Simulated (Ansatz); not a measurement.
# CH₃BF₂GeO: how energies converge with the basis set

One table from this session's results is given with a row withheld; the runs are named, their logs left out.

Method: one geometry, several basis sets; program: Ansatz 0.2.0, Gaussian basis.

Plan: PBE0-D4/def2-SVP; ωB97M-V/def2-SVP; PBE0-D4/def2-QZVPP; ωB97M-V/def2-QZVPP; the functionals' def2-TZVPP values are taken from earlier runs.

### The relaxed structure

All runs share one geometry, relaxed beforehand with PBE0-D4 in a triple-zeta def2 set.

9 atoms, charge 0, spin multiplicity 1.

Atoms are counted from 1 here; the program's logs count them from 0.

Bond lengths: F1–B2 1.324 Å, B2–F3 1.321 Å, B2–C4 1.540 Å, C4–O5 1.438 Å, C4–Ge6 1.924 Å, C4–H7 1.091 Å, O5–Ge6 1.810 Å, Ge6–H8 1.523 Å, Ge6–H9 1.522 Å. Angles: F1–B2–F3 117.2°, F1–B2–C4 120.6°, F3–B2–C4 122.1°, B2–C4–O5 119.6°, B2–C4–Ge6 115.7°, B2–C4–H7 117.9°, O5–C4–Ge6 63.2°, O5–C4–H7 114.5°, Ge6–C4–H7 114.2°, C4–O5–Ge6 71.6°, C4–Ge6–O5 45.2°, C4–Ge6–H8 119.3°, C4–Ge6–H9 121.1°, O5–Ge6–H8 113.5°, O5–Ge6–H9 113.4°, H8–Ge6–H9 119.1°.

As a file:

```mol
CH3BF2GeO
  3D, bonds by distance, orders not assigned

  9  9  0  0  0  0  0  0  0  0999 V2000
   -0.4725    0.2886    2.5303 F   0  0
    0.2946    0.3548    1.4530 B   0  0
    1.1666    1.3455    1.3922 F   0  0
    0.1177   -0.6519    0.3007 C   0  0
    1.0957   -0.7046   -0.7517 O   0  0
   -0.3920    0.1015   -1.3942 Ge  0  0
   -0.3571   -1.6084    0.5262 H   0  0
   -1.1669   -0.7549   -2.3877 H   0  0
   -0.1975    1.5830   -1.6860 H   0  0
  1  2  8  0
  2  3  8  0
  2  4  8  0
  4  5  8  0
  5  6  8  0
  4  7  8  0
  6  8  8  0
  6  9  8  0
  4  6  8  0
M  END
```

Set-up of the first run:

Input file in.yaml:

```yaml
crystal:
  periodic: [false, false, false]
  atoms:
    - {symbol: F, position_ang: [-0.472529, 0.288589, 2.530310]}
    - {symbol: B, position_ang: [0.294626, 0.354845, 1.452971]}
    - {symbol: F, position_ang: [1.166597, 1.345539, 1.392179]}
    - {symbol: C, position_ang: [0.117715, -0.651940, 0.300708]}
    - {symbol: O, position_ang: [1.095663, -0.704576, -0.751718]}
    - {symbol: Ge, position_ang: [-0.391989, 0.101501, -1.394154]}
    - {symbol: H, position_ang: [-0.357109, -1.608351, 0.526245]}
    - {symbol: H, position_ang: [-1.166938, -0.754888, -2.387671]}
    - {symbol: H, position_ang: [-0.197534, 1.582980, -1.685969]}
basis:
  gaussian: {orbitals: def2-SVP}
hamiltonian: {xc: pbe0, dispersion: d4}
output: {orbitals: {seedname: orbitals}}
```

The run is started by

```sh
ansatz run in.yaml --threads 4 --pin off --events-out ev --progress --plain --max-ram 10444MiB
```

Steps of the session up to this table: PBE0-D4 in def2-SVP; ωB97M-V in def2-SVP; PBE0-D4 in def2-QZVPP; ωB97M-V in def2-QZVPP.

One of the session's tables, all rows but one given; the rest of the session is left out.

It belongs to the step «Density functionals: the series». 

| functional | basis | HOMO (eV) |
| --- | --- | --- |
| PBE0-D4 | def2-SVP | -7.52 |
| PBE0-D4 | def2-TZVPP | -7.60 |
| PBE0-D4 | def2-QZVPP | ? |
| ωB97M-V | def2-SVP | -9.63 |
| ωB97M-V | def2-TZVPP | -9.72 |
| ωB97M-V | def2-QZVPP | -9.75 |

**Question.** Estimate the row for PBE0-D4, def2-QZVPP.

As computed: HOMO (eV): -7.62. In the column «HOMO (eV)» it lies between ωB97M-V, def2-SVP (-9.63) and PBE0-D4, def2-TZVPP (-7.60).
